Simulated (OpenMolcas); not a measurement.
# W⁴⁺ among point charges: CASSCF and CASPT2 levels and susceptibility

How does a field of 5 point charges split the states of W⁴⁺, and what χT follows?

Method: state-averaged CASSCF and CASPT2, spin-orbit coupling by RASSI with atomic mean-field integrals. Code: OpenMolcas 26.06.

### 1 The atom as given

| Quantity | Value |
| --- | --- |
| Species | W⁴⁺ (tungsten, Z = 74, 70 electrons) |
| Basis | ANO-RCC-VDZP [7s6p4d2f1g], 68 functions |
| Scalar Hamiltonian | DKH2, point nucleus |
| Inactive shells | 1s 2s 2p 3s 3p 3d 4s 4p 4d 4f 5s 5p |
| Active space | 2 electrons in 5 orbitals (5d) |
| Some configurations of this space | 5d2 |
| Orbitals | optimised for each spin and parity, averaged over all roots |

Outer shells as boxes (Hund's rule):

5d2
```
5d [↑ ][↑ ][  ][  ][  ]
```

The ion sits among 5 point charges of -1 e arranged as a trigonal bipyramid (D3h), 1.7 Å from the ion, with the axial distance 1.513 Å.

The work runs as a chain of OpenMolcas steps in one folder; each step below is one input file. Labels, J, g values, rates, χT and fits are worked out afterwards by a script from the matrices that RASSI stores.

### 2 Basis and integrals

Input file a.inp:

```
&GATEWAY
Coord
1

W 0.0 0.0 0.0
Basis=ANO-RCC-VDZP
Group=NoSym
NoMove
AngMom=0.0 0.0 0.0
AMFI
XField
5 Angstrom 0
1.700000 0.000000 0.000000 -1.000000
-0.850000 1.472243 0.000000 -1.000000
-0.850000 -1.472243 0.000000 -1.000000
0.000000 0.000000 1.513000 -1.000000
0.000000 0.000000 -1.513000 -1.000000
&SEWARD
```

Command:

```
$ OMP_NUM_THREADS=1 MOLCAS_MEM=1689 MOLCAS_PROJECT=a pymolcas a.inp > a.log
```

The program printed:

```text
Basis set label: W.ANO-RCC...7S6P4D2F1G.

      Electronic valence basis set:
      ------------------
      Associated Effective Charge  74.000000 au
      Associated Actual Charge     74.000000 au
      Nuclear Model: Point charge

      Shell  nPrim  nBasis  Cartesian Spherical Contaminant
         s      24       7        X
         p      21       6        X
         d      15       4                 X
         f      11       2                 X
         g       4       1                 X
                  Relativistic Douglas-Kroll-Hess integrals:
                    - DKH order of Hamiltonian: 2
                    - DKH order of Properties : 0
                  Atomic mean-field integrals
```

### 3 CASSCF: triplets, 10 roots

Input file a.inp:

```
&RASSCF
FileOrb=start.orb
Symmetry=1
Spin=3
nActEl=2 0 0
Inactive=34
Ras2=5
CIRoot=10 10 1
SDav=10
CIMx=300
Iter=120 100
PrWF=0.3
OrbListing=Nothing
MaxOrb=0
>>> COPY $Project.JobIph JOB001
```

Command:

```
$ OMP_NUM_THREADS=1 MOLCAS_MEM=1689 MOLCAS_PROJECT=a pymolcas a.inp > a.log
```

start.orb holds the contracted functions of the basis, ordered by shell, or the orbitals of the step before.

The program printed, cut to the lines that bear on the results:

```text
[...]
      Number of active orbitals                  5
[...]
      Spin quantum number                      1.0
[...]
      Active orbitals                            5
[...]
      Number of CSFs                            10
      Number of root(s) required                10
[...]
      Convergence after 14 iterations
[...]
      Natural orbitals and occupation numbers for root  1
      sym 1:   0.500000  -0.000000   0.500000   0.500000   0.500000
      Natural orbitals and occupation numbers for root  2
      sym 1:   0.500000  -0.000000   0.500000   0.500000   0.500000
      Natural orbitals and occupation numbers for root  3
      sym 1:   0.671631  -0.000000   0.328369   0.671631   0.328369
::    RASSCF root number  1 Total energy: -16130.91177734
::    RASSCF root number  2 Total energy: -16130.91143076
::    RASSCF root number  3 Total energy: -16130.90837554
[...]
::    RASSCF root number  7 Total energy: -16130.82245974
::    RASSCF root number  8 Total energy: -16130.82245973
::    RASSCF root number  9 Total energy: -16130.78127275
::    RASSCF root number 10 Total energy: -16130.78127275
```

### 4 Reference wave functions, singlets, 15 roots

Input file a.inp:

```
&RASSCF
FileOrb=start.orb
Symmetry=1
Spin=1
nActEl=2 0 0
Inactive=34
Ras2=5
CIRoot=15 15 1
SDav=15
CIMx=300
Iter=120 100
PrWF=0.3
OrbListing=Nothing
MaxOrb=0
>>> COPY $Project.JobIph JOB002
```

The program printed, cut to the lines that bear on the results:

```text
[...]
      Number of active orbitals                  5
[...]
      Spin quantum number                      0.0
[...]
      Active orbitals                            5
[...]
      Number of CSFs                            15
      Number of root(s) required                15
[...]
      Convergence after 11 iterations
[...]
      Natural orbitals and occupation numbers for root  1
      sym 1:   0.514610  -0.000000   0.485390   0.514610   0.485390
      Natural orbitals and occupation numbers for root  2
      sym 1:   0.514610   0.000000   0.514610   0.485390   0.485390
      Natural orbitals and occupation numbers for root  3
      sym 1:   0.671724   0.042676   0.306939   0.306939   0.671722
::    RASSCF root number  1 Total energy: -16130.86742584
::    RASSCF root number  2 Total energy: -16130.86742584
::    RASSCF root number  3 Total energy: -16130.86413498
[...]
::    RASSCF root number 12 Total energy: -16130.75649972
::    RASSCF root number 13 Total energy: -16130.75203094
::    RASSCF root number 14 Total energy: -16130.75203093
::    RASSCF root number 15 Total energy: -16130.63986708
```

### 5 State interaction with spin-orbit coupling

Input file a.inp:

```
&RASSI
NrOfJobIphs=2 10 15
1 2 3 4 5 6 7 8 9 10
1 2 3 4 5 6 7 8 9 10 11 12 13 14 15
IphNames
JOB001
JOB002
EJob
SpinOrbit
DIPRint=1.0
SOCoupling=1000.0
Subsets=2
Property=9
'ANGMOM' 1 'ANGMOM' 2 'ANGMOM' 3 'MLTPL  1' 1 'MLTPL  1' 2 'MLTPL  1' 3
'AMFI' 1 'AMFI' 2 'AMFI' 3
SOProperty=3
'ANGMOM' 1 'ANGMOM' 2 'ANGMOM' 3
```

The program printed:

```text
SPIN-FREE ENERGIES:
  (Shifted by EMIN (a.u.) =     -16130.9117773443)

 SF State       Relative EMIN(au)   Rel lowest level(eV)    D:o, cm**(-1)      L_eff

     1             0.0000000000        0.0000000000              0.0000         2.9
     2             0.0003465848        0.0094310530             76.0666         2.9
     3             0.0034018090        0.0925679391            746.6108         2.9
     4             0.0150323435        0.4090509050           3299.2180         2.6
     5             0.0150323435        0.4090509050           3299.2180         2.6
    11             0.0443515077        1.2068660071           9734.0308         2.0
    12             0.0443515093        1.2068660494           9734.0311         2.0
     6             0.0460093551        1.2519783331          10097.8863         1.0
    13             0.0476423669        1.2964148479          10456.2909         2.4
    14             0.0599684094        1.6318235520          13161.5446         3.9
    15             0.0599684094        1.6318235520          13161.5446         3.9
    16             0.0648167612        1.7637539249          14225.6348         3.1
    17             0.0648167612        1.7637539249          14225.6348         3.1
    18             0.0666124846        1.8126180460          14619.7505         3.9
    19             0.0680291408        1.8511672275          14930.6706         3.9
     7             0.0893176072        2.4304559082          19602.9489         2.9
     8             0.0893176161        2.4304561495          19602.9509         2.9
     9             0.1305045899        3.5512108028          28642.4468         1.5
    10             0.1305045906        3.5512108213          28642.4469         1.5
    20             0.1326527914        3.6096663428          29113.9225         2.5
    21             0.1552776245        4.2253194145          34079.4994         3.7
    22             0.1552776250        4.2253194280          34079.4995         3.7
    23             0.1597464036        4.3469210893          35060.2830         2.9
    24             0.1597464136        4.3469213615          35060.2852         2.9
    25             0.2719102693        7.3990553619          59677.4061         2.1
     Dipole printing threshold changed to   1.00000000E+00

++ Dipole transition strengths (spin-free states):
   -----------------------------------------------
     for osc. strength at least  1.00000000E+00

  ( Max oscillator strength is only    1.2286874972013352E-003 )
--
Eigenvalues of complex Hamiltonian:
   -----------------------------------
  (Shifted by EMIN (a.u.) =     -16130.9117773443)

 SO State       Relative EMIN(au)   Rel lowest level(eV)    D:o, cm**(-1)     J-value

     1            -0.0262689304        0.0000000000              0.0000         1.3
     2            -0.0262689299        0.0000000149              0.0001         1.3
     3            -0.0242264142        0.0555796992            448.2805         1.9
     4            -0.0150877214        0.3042561978           2453.9917         2.0
     5            -0.0150877212        0.3042562021           2453.9918         2.0
     6            -0.0019595640        0.6614915591           5335.2892         1.6
     7            -0.0016278351        0.6705183617           5408.0953         1.6
     8             0.0081365671        0.9362212834           7551.1339         2.6
     9             0.0154399990        1.1349577887           9154.0519         3.0
    10             0.0154399994        1.1349578008           9154.0520         3.0
    11             0.0167657456        1.1710331914           9445.0197         1.5
    12             0.0167657456        1.1710331916           9445.0197         1.5
    13             0.0183992127        1.2154820961           9803.5243         2.4
    14             0.0183992136        1.2154821191           9803.5244         2.4
    15             0.0235617298        1.3559613430          10936.5658         3.4
    16             0.0336780933        1.6312416174          13156.8509         1.7
    17             0.0365598870        1.7096592198          13789.3316         1.8
    18             0.0365598873        1.7096592271          13789.3316         1.8
    19             0.0603944644        2.3582311114          19020.4166         2.4
    20             0.0628240363        2.4243431309          19553.6460         2.7
    21             0.0628600465        2.4253230161          19561.5493         2.1
    22             0.0628600468        2.4253230254          19561.5494         2.1
    23             0.0632615980        2.4362497901          19649.6797         2.3
    24             0.0632615987        2.4362498101          19649.6799         2.3
    25             0.0641002606        2.4590709614          19833.7449         2.7
    26             0.0648651693        2.4798851873          20001.6229         1.6
    27             0.0648651697        2.4798851985          20001.6230         1.6
    28             0.0795987055        2.8808051328          23235.2604         2.4
    29             0.0795987058        2.8808051400          23235.2604         2.4
    30             0.0890557499        3.1381444191          25310.8417         2.7
    31             0.0890557576        3.1381446302          25310.8434         2.7
    32             0.1092210248        3.6868695056          29736.6080         2.6
    33             0.1093466010        3.6902866063          29764.1688         2.6
    34             0.1215716535        4.0229472322          32447.2577         1.9
    35             0.1232598215        4.0688846250          32817.7677         1.5
    36             0.1309213758        4.2773661364          34499.2845         2.2
    37             0.1309213764        4.2773661545          34499.2847         2.2
    38             0.1396070845        4.5137163121          36405.5772         2.2
    39             0.1396070850        4.5137163254          36405.5773         2.2
    40             0.1407739957        4.5454695822          36661.6846         2.5
    41             0.1594620040        5.0539961946          40763.2284         3.5
Weights of the five most important spin-orbit-free states for each spin-orbit state.

 SO State  Total energy (au)           Spin-free states, spin, and weights
 -------------------------------------------------------------------------------------------------------
    1        -0.026269       1 1.0  0.4792    2 1.0  0.4707   17 0.0  0.0274    7 1.0  0.0152   24 0.0  0.0052
    2        -0.026269       1 1.0  0.4792    2 1.0  0.4707   16 0.0  0.0274    8 1.0  0.0152   23 0.0  0.0052
    3        -0.024226       3 1.0  0.5322    4 1.0  0.1874    5 1.0  0.1874   13 0.0  0.0793    6 1.0  0.0057
    4        -0.015088       3 1.0  0.4467    4 1.0  0.4171   11 0.0  0.1029    7 1.0  0.0129    8 1.0  0.0129
    5        -0.015088       3 1.0  0.4467    5 1.0  0.4171   12 0.0  0.1029    7 1.0  0.0129    8 1.0  0.0129
    6        -0.001960       1 1.0  0.9818    8 1.0  0.0062    7 1.0  0.0062   19 0.0  0.0059    4 1.0  0.0000
    7        -0.001628       2 1.0  0.9815    8 1.0  0.0062    7 1.0  0.0062   18 0.0  0.0061    5 1.0  0.0000
    8         0.008137       5 1.0  0.5000    4 1.0  0.5000    9 1.0  0.0000   10 1.0  0.0000    2 1.0  0.0000
    9         0.015440       3 1.0  0.5228    4 1.0  0.2215   11 0.0  0.1782    6 1.0  0.0319    7 1.0  0.0209
   10         0.015440       3 1.0  0.5228    5 1.0  0.2215   12 0.0  0.1782    6 1.0  0.0319    8 1.0  0.0209
   11         0.016766       2 1.0  0.4536    1 1.0  0.4458   15 0.0  0.0979   14 0.0  0.0018   17 0.0  0.0005
   12         0.016766       2 1.0  0.4536    1 1.0  0.4458   14 0.0  0.0979   15 0.0  0.0018   16 0.0  0.0005
```

These steps took 9 s in all on 1 thread of Intel Xeon Platinum 8488C (Sapphire Rapids), shared host.

States without spin-orbit coupling:

| state | degeneracy | E (cm-1) | free-ion L (%) |
| --- | --- | --- | --- |
| 3A1 | 1 | 0 | F (100) |
| 3A2 | 1 | 76 | F (100) |
| 3A2 | 1 | 747 | F (98) |
| 3E | 2 | 3299 | F (79) |
| 1E | 2 | 9734 | D (95) |
| 3A2 | 1 | 10098 | P (98) |
| 1A1 | 1 | 10456 | D (80) |
| 1E | 2 | 13162 | G (100) |
| 1E | 2 | 14226 | G (55) |
| 1A1 | 1 | 14620 | G (100) |
| 1A2 | 1 | 14931 | G (100) |
| 3E | 2 | 19603 | F (100) |
| 3E | 2 | 28642 | P (79) |
| 1A1 | 1 | 29114 | G (48) |
| 1E | 2 | 34079 | G (95) |
| 1E | 2 | 35060 | D (55) |
| 1A1 | 1 | 59677 | S (54) |

With spin-orbit coupling:

```
E (cm-1)  Degeneracy  Label  2S+1               g
     0.0           2      E     3  0.00 0.00 1.99
   448.3           1     A1     3                
    2454           2      E     3  0.00 0.00 2.80
    5335           1     A2     3                
    5408           1     A1     3                
    7551           1     A2     3                
    9154           2      E     3  0.00 0.00 2.97
    9445           2      E     3  0.00 0.00 9.67
    9804           2      E     3  0.00 0.00 5.79
   10937           1     A1     3                
   13157           1     A1     3                
   13789           2      E     3  0.00 0.00 3.21
   19020           1     A1     1                
   19554           1     A1     1                
   19562           2      E     3  0.00 0.00 2.48
   19650           2      E     1  0.00 0.00 3.55
   19834           1     A2     1                
   20002           2      E     1  0.00 0.00 7.45
   23235           2      E     3  0.00 0.00 0.22
   25311           2      E     3  0.00 0.00 3.97
   29737           1     A1     3                
   29764           1     A2     3                
   32447           1     A1     3                
   32818           1     A2     3
```

Labels of spin-orbit levels are those of the rotation subgroup (D3 for D3h). Principal g values are given for doublets only; a zero marks a field direction without first-order Zeeman splitting.

Powder χT (cm³ K/mol): 0.12 at 2 K, 0.12 at 5 K, 0.12 at 10 K, 0.13 at 20 K, 0.13 at 50 K, 0.14 at 100 K, 0.14 at 150 K, 0.15 at 200 K, 0.15 at 250 K, 0.16 at 300 K.

Orbitals of the lowest block (energies include the constant potential of the surroundings):

| shell | space | energy (hartree) | mean occupation | ⟨r²⟩ (bohr²) |
| --- | --- | --- | --- | --- |
| 1s | inactive | -2563.6097 | 2.000 | 0.000431 |
| 2s | inactive | -447.9589 | 2.000 | 0.00704 |
| 2p | inactive | -393.2982 | 6.000 | 0.00582 |
| 3s | inactive | -105.4633 | 2.000 | 0.0460 |
| 3p | inactive | -88.8747 | 6.000 | 0.0466 |
| 3d | inactive | -69.0000 | 10.000 | 0.0390 |
| 4s | inactive | -22.9583 | 2.000 | 0.229 |
| 4p | inactive | -17.3885 | 6.000 | 0.259 |
| 4d | inactive | -10.0374 | 10.000 | 0.304 |
| 4f | inactive | -1.8556 | 14.000 | 0.465 |
| 5s | inactive | -3.4301 | 2.000 | 1.30 |
| 5p | inactive | -1.8997 | 6.000 | 1.65 |
| 5d | RAS2 |  | 2.000 | 3.79 |

[end of part 1 of 2]
